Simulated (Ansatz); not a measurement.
What does this script print? It uses Ansatz 0.2.0 through its Python package.

Script `alclh7nsi2.py`:
```python
"""AlClH7NSi2 at several levels of theory."""

from pathlib import Path

import ansatz as az
from ase import Atoms
import numpy as np

atoms = Atoms(["N", "Al", "Si", "Si", "Cl", "H", "H", "H", "H", "H", "H", "H"], positions=[
    (-1.9347, 1.2721, 1.1355),
    (-0.6277, 0.0862, 1.6639),
    (1.2469, -0.2161, 0.2944),
    (0.6952, -0.8883, -1.7164),
    (-0.6073, 0.5551, -2.5871),
    (-1.5187, 2.2601, 0.9998),
    (-2.2787, 1.0129, 0.1827),
    (-0.7464, -0.7215, 3.014),
    (2.1636, -1.2131, 0.9522),
    (2.0047, 1.0577, 0.2048),
    (-0.1386, -2.1567, -1.5607),
    (1.8188, -1.1036, -2.5491),
])
system = az.Crystal.molecule_from_ase(atoms)

model = system.calculation().basis(gaussian="cc-pVDZ")

print("functional    E (Ha)        dipole (D)   HOMO (eV)  LUMO (eV)")
for name in ["lda", "r2scan0", "lc_wpbe", "pbe0"]:
    report = model.functional(name).forces().orbitals().run(threads=1, pin="off", runs_dir="runs").report
    lines = Path(report["orbitals_path"]).read_text().splitlines()
    field_of = lambda key: [line.split("=")[1].strip() for line in lines if line.startswith(key)]
    orbitals = [(27.211386 * float(e), s, float(n)) for e, s, n in zip(field_of("Ene="), field_of("Spin="), field_of("Occup="))]
    homo = max(e for e, _, n in orbitals if n > 0.5)
    lumo = min(e for e, _, n in orbitals if n < 0.5)
    dipole = 4.803205 * np.linalg.norm(report["charge_distribution"]["dipole_moment_e_ang"])
    print(f"{name:10s} {report['free_energy_ev'] / 27.211386246:14.6f} {dipole:9.3f} {homo:11.3f} {lumo:10.3f}")
```

```console
$ python alclh7nsi2.py
functional    E (Ha)        dipole (D)   HOMO (eV)  LUMO (eV)
lda          -1335.237417     1.199      -5.472     -2.812
r2scan0      -1340.455012     1.419      -6.890     -1.775
lc_wpbe      -1340.185367     1.535      -9.326      0.140
pbe0         -1340.042237     1.367      -6.692     -1.889
```

What to keep in mind:
- Total energies depend on the basis set; only differences at equal settings carry meaning.
- The geometry is a force-field or estimated start, not a minimum of this method, and the basis set is short of its limit. A lower total doesn't mark the better method: functionals have no common bound, and MP2 and coupled cluster aren't variational.
- Levels such as HOMO and LUMO are orbital energies: with these approximate functionals they aren't the ionisation energy and electron affinity, and their gap isn't the fundamental gap.
- For Al to Cl the sets with a tight d function, cc-pV(X+d)Z, are usual.
- Finished in 23 s on 1 thread of Intel(R) Xeon(R) Processor @ 2.30GHz, with other jobs on the host, peak memory 0.44 GiB.
